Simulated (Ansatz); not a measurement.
# CH₂NOSi radical: one structure at several levels

The atoms stand at a structure displaced at random from a GFN2-xTB minimum. How far do the functionals agree with CCSD(T) there?

Computed with Ansatz 0.2.0, Gaussian basis. Level: single points in def2-TZVPP.

Correlated methods freeze the cores. Orbitals are unrestricted.

### Step 1. Starting geometry

SMILES `O=C=N[SiH2]`, 6 atoms, charge 0, spin multiplicity 2.

Atoms are counted from 1 here; the program's logs count them from 0.

Bond lengths: O1–C2 1.148 Å, C2–N3 1.198 Å, N3–Si4 1.715 Å, Si4–H5 1.458 Å, Si4–H6 1.492 Å. Angles: O1–C2–N3 176.4°, C2–N3–Si4 157.7°, N3–Si4–H5 111.7°, N3–Si4–H6 105.4°, H5–Si4–H6 119.1°.

Coordinates:

```xyz
6
CH2NOSi
O     1.29230   -2.05180    1.28510
C     0.71590   -1.15430    0.86020
N     0.05300   -0.26200    0.41370
Si   -0.72320    0.69410   -0.77990
H     0.22380    1.19100   -1.77150
H    -1.56150    1.66970   -0.02400
```

### Step 2. CCSD(T)/def2-TZVPP

File run/in.yaml:

```yaml
crystal:
  periodic: [false, false, false]
  atoms:
    - {symbol: O, position_ang: [1.292300, -2.051800, 1.285100]}
    - {symbol: C, position_ang: [0.715900, -1.154300, 0.860200]}
    - {symbol: N, position_ang: [0.053000, -0.262000, 0.413700]}
    - {symbol: Si, position_ang: [-0.723200, 0.694100, -0.779900]}
    - {symbol: H, position_ang: [0.223800, 1.191000, -1.771500]}
    - {symbol: H, position_ang: [-1.561500, 1.669700, -0.024000]}
basis:
  gaussian: {orbitals: def2-TZVPP}
magnetization: {spin_polarized: true, initial_magnetization: 1}
correlation: {method: ccsd_t}
scf: {omitted_lower_state_checks: [cluster_reference]}
```

The command line of these runs was not kept.

### Step 3. PBE0-D4/def2-TZVPP

Edit run/in.yaml of step 2 so:

```diff
@@ -12,3 +12,3 @@
 magnetization: {spin_polarized: true, initial_magnetization: 1}
-correlation: {method: ccsd_t}
-scf: {omitted_lower_state_checks: [cluster_reference]}
+hamiltonian: {xc: pbe0, dispersion: d4}
+output: {forces: true, orbitals: {seedname: orbitals}}
```

### Step 4. wB97M-V/def2-TZVPP

Edit run/in.yaml of step 3 so:

```diff
@@ -12,3 +12,3 @@
 magnetization: {spin_polarized: true, initial_magnetization: 1}
-hamiltonian: {xc: pbe0, dispersion: d4}
-output: {forces: true, orbitals: {seedname: orbitals}}
+hamiltonian: {xc: {name: wB97M-V}}
+output: {forces: true}
```

### Step 5. r2SCAN-D4/def2-TZVPP

Edit run/in.yaml of step 4 so:

```diff
@@ -12,3 +12,3 @@
 magnetization: {spin_polarized: true, initial_magnetization: 1}
-hamiltonian: {xc: {name: wB97M-V}}
+hamiltonian: {xc: r2scan, dispersion: d4}
 output: {forces: true}
```

### Step 6. PBE-D4/def2-TZVPP

Edit run/in.yaml of step 5 so:

```diff
@@ -12,3 +12,3 @@
 magnetization: {spin_polarized: true, initial_magnetization: 1}
-hamiltonian: {xc: r2scan, dispersion: d4}
+hamiltonian: {xc: pbe, dispersion: d4}
 output: {forces: true}
```

### Step 7. CAM-B3LYP-D4/def2-TZVPP

Edit run/in.yaml of step 6 so:

```diff
@@ -12,3 +12,3 @@
 magnetization: {spin_polarized: true, initial_magnetization: 1}
-hamiltonian: {xc: pbe, dispersion: d4}
+hamiltonian: {xc: {name: CAM-B3LYP}, dispersion: d4}
 output: {forces: true}
```

### Step 8. BLYP-D4/def2-TZVPP

Edit run/in.yaml of step 7 so:

```diff
@@ -12,3 +12,3 @@
 magnetization: {spin_polarized: true, initial_magnetization: 1}
-hamiltonian: {xc: {name: CAM-B3LYP}, dispersion: d4}
+hamiltonian: {xc: {name: BLYP}, dispersion: d4}
 output: {forces: true}
```

(Steps that only read results are left out.)

**Question.** What will these runs give? Wanted: energy less free atoms, CCSD(T)/def2-TZVPP; RMS force component; HOMO and LUMO, PBE0-D4; T1 diagnostic.

**Answer**, as computed:

| quantity | value |
| --- | --- |
| energy less free atoms, CCSD(T)/def2-TZVPP | -23.633 eV |
| RMS force component | 0.662 to 1.034 eV/Å over the methods |
| HOMO and LUMO, PBE0-D4 | -6.14 and -2.54 eV |
| T1 diagnostic | 0.018 |

What this shows: Against CCSD(T) the functionals' energies less atoms differ by -2.239 to -1.085 eV, PBE-D4 by -2.239 eV. The reference is not at the basis limit: in triple zeta CCSD(T) underbinds, which counts against methods that bind more; the gaps are no ranking. No sound CCSD(T) forces are at hand. Among the functionals the RMS force differs by up to 56 %.
